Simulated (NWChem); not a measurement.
# One shape, several levels: ZnBH2O3F (SMILES OB(O)[O][Zn][F])

We compute a comparison of 3 runs (HF/def2-SVP, PBE0/def2-SVP, SVWN5/pcseg-1) of ZnBH2O3F. 

The calculation is run with NWChem 7.3.0.

1 further run of the same task is left out (it didn't finish).

### 1 The system as given

ZnBH2O3F has 8 atoms, charge 0, and is taken as a singlet. As SMILES, `OB(O)[O][Zn][F]`. The coordinates come from a PBE0-D4/def2-TZVP relaxation.

Bond lengths: O1–B2 1.367 Å, B2–O3 1.398 Å, B2–O4 1.346 Å, O4–Zn5 1.784 Å, Zn5–F6 1.740 Å, O1–H7 0.957 Å, O3–H8 0.958 Å. Angles: O1–B2–O3 123.9°, O1–B2–O4 120.4°, O3–B2–O4 115.8°, B2–O4–Zn5 112.1°, O4–Zn5–F6 174.2°, B2–O1–H7 115.7°, B2–O3–H8 118.1°.

### 2 Energy and gradient at HF/def2-SVP (run 1)

The input, input.xyz:

```xyz
8
BFH2O3Zn
O     -0.253600    -2.013700     0.067800
B     -0.175800    -0.649000     0.044000
O      0.997800     0.059900    -0.228600
O     -1.266600     0.099100     0.291500
Zn    -0.916000     1.845600     0.201300
F     -0.742700     3.576200     0.151300
H      0.561800    -2.478800    -0.118500
H      1.795100    -0.439300    -0.408700
```

The input, input.nw:

```
start input
title "BFH2O3Zn"
memory 2200 mb
geometry units angstroms noautosym nocenter noautoz
   load format xyz input.xyz
end
basis spherical bse
   * library def2-SVP
end
scf
   thresh 1e-08
   maxiter 80
   print low
end
task scf gradient
```

Run with:

```console
$ nwchem input.nw > input.out
```

The log of the run:

```text
[...]
  functions       =   111
[...]
  wavefunction    = RHF
[...]
         Total SCF energy =  -2127.379093941212
      One-electron energy =  -3793.079142426676
      Two-electron energy =   1252.318781470306
 Nuclear repulsion energy =    413.381267015158
        Time for solution =     28.9s
[...]
                         RHF ENERGY GRADIENTS
    atom               coordinates                        gradient
                 x          y          z           x          y          z
   1 O      -0.479235  -3.805341   0.128123   -0.022436  -0.000374   0.005193
   2 B      -0.332214  -1.226432   0.083148    0.019117  -0.000288  -0.004452
   3 O       1.885569   0.113195  -0.431991   -0.007974   0.014356   0.001769
   4 O      -2.393527   0.187272   0.550855   -0.016066   0.015299   0.003646
   5 Zn     -1.730989   3.487678   0.380402   -0.000718  -0.008034   0.000204
   6 F      -1.403499   6.758038   0.285916   -0.000504  -0.004221   0.000136
   7 H       1.061648  -4.684253  -0.223933    0.015148  -0.006963  -0.003476
   8 H       3.392247  -0.830157  -0.772331    0.013433  -0.009775  -0.003019
 Task  times  cpu:       39.6s     wall:       39.6s
 Total times  cpu:       39.7s     wall:       39.7s
```

Run time: 41 s. Hardware: 1 thread of Intel Xeon Platinum 8488C (Sapphire Rapids), shared host; peak memory 0.11 GiB.

### 3 Energy and forces at PBE0/def2-SVP (run 2)

The input, mol.nw:

```
start mol
memory total 2200 mb
charge 0
geometry units angstroms noautosym nocenter noautoz
 O       -0.253600      -2.013700       0.067800
 B       -0.175800      -0.649000       0.044000
 O        0.997800       0.059900      -0.228600
 O       -1.266600       0.099100       0.291500
 Zn      -0.916000       1.845600       0.201300
 F       -0.742700       3.576200       0.151300
 H        0.561800      -2.478800      -0.118500
 H        1.795100      -0.439300      -0.408700
end
basis spherical bse
 * library def2-SVP
end
dft
 xc pbe0
 grid fine
 convergence energy 1e-08
 iterations 100
 mulliken
end
task dft gradient
```

Run with:

```console
$ nwchem mol.nw > mol.out
```

The log of the run:

```text
[...]
          Wavefunction type:  closed shell.
          No. of atoms     :     8
          No. of electrons :    70
[...]
          Charge           :     0
          Spin multiplicity:     1
[...]
          AO basis - number of functions:   111
[...]
              XC Information
              --------------
                         PBE0 Method XC Functional
                     Hartree-Fock (Exact) Exchange  0.250
          PerdewBurkeErnzerhof Exchange Functional  0.750
            Perdew 1991 LDA Correlation Functional  1.000 local
           PerdewBurkeErnz. Correlation Functional  1.000 non-local
[...]
 d= 0,ls=0.0,diis     1  -2129.8452922344 -2.54D+03  1.83D-02  1.61D+00     5.1
[...]
 d= 0,ls=0.0,diis    10  -2130.0290716079 -2.82D-09  6.23D-07  1.44D-08    26.9
         Total DFT energy =    -2130.029071607873
      One electron energy =    -3791.630366553260
           Coulomb energy =     1360.037688022644
    Exchange-Corr. energy =     -111.817660092415
 Nuclear repulsion energy =      413.381267015158
[...]
      Total Density - Mulliken Population Analysis
     ---------------------------------------------
    Atom       Charge   Shell Charges
 -----------   ------   -------------------------------------------------------
    1 O    8     8.17   1.99  1.07  0.56  2.90  1.64  0.01
    2 B    5     4.87   1.98  0.72  0.01  1.59  0.30  0.26
    3 O    8     8.27   1.99  1.06  0.59  2.90  1.73  0.01
    4 O    8     8.45   1.99  1.07  0.68  2.86  1.85  0.01
    5 Zn  30    29.07   2.00  2.00  2.00  0.70 -0.04  6.00  6.00  0.47  8.01  1.93  0.00
    6 F    9     9.52   1.99  1.11  0.85  3.31  2.24  0.00
    7 H    1     0.83   0.70  0.06  0.08
    8 H    1     0.82   0.69  0.06  0.07
[...]
  wavefunction    = closed shell
[...]
```

Wall time 37 s (1 thread of Intel Xeon Platinum 8488C (Sapphire Rapids), shared host); peak memory 0.14 GiB.

### 4 Energy and gradient at SVWN5/pcseg-1 (run 3)

The input, a.nw:

```
start a
title "BFH2O3Zn SVWN5"
memory stack 880 mb heap 220 mb global 1100 mb

geometry units angstroms noautosym nocenter noautoz
 O    -0.253600   -2.013700    0.067800
 B    -0.175800   -0.649000    0.044000
 O     0.997800    0.059900   -0.228600
 O    -1.266600    0.099100    0.291500
 Zn   -0.916000    1.845600    0.201300
 F    -0.742700    3.576200    0.151300
 H     0.561800   -2.478800   -0.118500
 H     1.795100   -0.439300   -0.408700
end

basis spherical bse
 * library pcseg-1
end

dft
 xc slater vwn_5
 grid fine
 convergence energy 1e-08
 maxiter 100
 mulliken
end

task dft gradient
```

Run with:

```console
$ nwchem a.nw > a.out
```

The log of the run:

```text
[...]
          Wavefunction type:  closed shell.
          No. of atoms     :     8
          No. of electrons :    70
[...]
          Charge           :     0
          Spin multiplicity:     1
[...]
          AO basis - number of functions:   111
[...]
              XC Information
              --------------
                        Slater Exchange Functional  1.000 local
                      VWN V Correlation Functional  1.000 local
[...]
 d= 0,ls=0.0,diis     1  -2125.3214430107 -2.54D+03  2.40D-02  2.42D+00     3.8
[...]
 d= 0,ls=0.0,diis    12  -2125.5466164498 -1.74D-10  1.17D-07  4.46D-10    27.8
         Total DFT energy =    -2125.546616449823
      One electron energy =    -3790.972388627562
           Coulomb energy =     1358.948567037414
    Exchange-Corr. energy =     -106.904061874833
 Nuclear repulsion energy =      413.381267015158
[...]
  wavefunction    = closed shell
                         DFT ENERGY GRADIENTS
    atom               coordinates                        gradient
                 x          y          z           x          y          z
   1 O      -0.479235  -3.805341   0.128123    0.015801  -0.011600  -0.003588
   2 B      -0.332214  -1.226432   0.083148   -0.005531   0.000714   0.001233
   3 O       1.885569   0.113195  -0.431991    0.019236  -0.008950  -0.004352
   4 O      -2.393527   0.187272   0.550855    0.002891  -0.003136  -0.000626
   5 Zn     -1.730989   3.487678   0.380402   -0.002591  -0.001883   0.000610
   6 F      -1.403499   6.758038   0.285916    0.000824   0.007405  -0.000239
   7 H       1.061648  -4.684253  -0.223933   -0.014908   0.008248   0.003399
   8 H       3.392247  -0.830157  -0.772331   -0.015721   0.009202   0.003563
[...]
```

Run time: 42 s. Hardware: 1 thread of Intel Xeon Platinum 8488C (Sapphire Rapids), shared host; peak memory 0.13 GiB.

### 5 All runs side by side

```
run          level  iteration cap  module   energy (Eh)  largest force (eV/Å)  wall time
  1    HF/def2-SVP             80     scf  -2127.379094                 1.184       41 s
  2  PBE0/def2-SVP            100     dft  -2130.029072                 0.275       37 s
  3  SVWN5/pcseg-1            100     dft  -2125.546616                 1.114       42 s
```

### 6 What came out

```
                       quantity           value
            run 3: total energy  -2125.54662 Eh
           run 3: dipole moment          3.81 D
             run 3: HOMO energy        -7.36 eV
             run 3: LUMO energy        -2.18 eV
           run 3: HOMO–LUMO gap         5.18 eV
run 3: largest force on an atom      1.114 eV/Å
```

**Reading.** Totals of different functionals can't be ranked against each other. All runs together took 2 min, the longest 42 s.
